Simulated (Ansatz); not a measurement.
# TiCuNi2 (I4/mmm) in Ansatz: equation of state

Aim: energy against volume of TiCuNi2 in PBEsol, for its equilibrium volume and stiffness.

All numbers are computed with Ansatz 0.2.0; they aren't measurements. Logs are shortened: lines on timing, memory, paths and dates and some standing lists are left out, and cuts for length are marked.

## Step 1: The structure

The structure is tetragonal, space group I4/mmm (No. 139). Conventional cell: a = 3.674 Å, b = 3.674 Å, c = 7.149 Å, α = 90.00°, β = 90.00°, γ = 90.00°. Cu (site symmetry 4/mmm) has 8 Ni at 2.56 Å and 4 Ti at 2.60 Å as nearest neighbours. Ni (site symmetry -4m2) has 4 Cu at 2.56 Å and 4 Ti at 2.56 Å and 4 Ni at 2.60 Å as nearest neighbours. Ti (site symmetry 4/mmm) is surrounded by 8 Ni at 2.56 Å and 4 Cu at 2.60 Å.

The cell comes from a database or a generator and needn't be the stable form of this composition.

## Step 2: Equation of state, PBEsol, collinear spin, ferromagnetic start

Potentials or basis: all-electron LAPW, scalar-relativistic.

This step only gathers the single runs of the series.

Results:

| Item | Value |
| --- | --- |
| Equilibrium volume | 11.62 Å³/atom |
| Bulk modulus at fixed shape and positions | 197 GPa |
| Pressure derivative of the bulk modulus | 4.6 |

Energy against volume, from the lowest point:
| volume (Å³/atom) | energy (meV/atom) |
| --- | --- |
| 11.336 | 4.38 |
| 11.578 | 0.00 |
| 11.819 | 1.92 |
| 12.060 | 9.46 |
| 12.301 | 21.99 |
| 12.542 | 38.97 |
| 12.784 | 59.91 |

Caveat: the cell was scaled at fixed shape and fractional positions, which overstates the stiffness of a crystal with free parameters, most of all of layers and chains; the starting moments weren't kept.
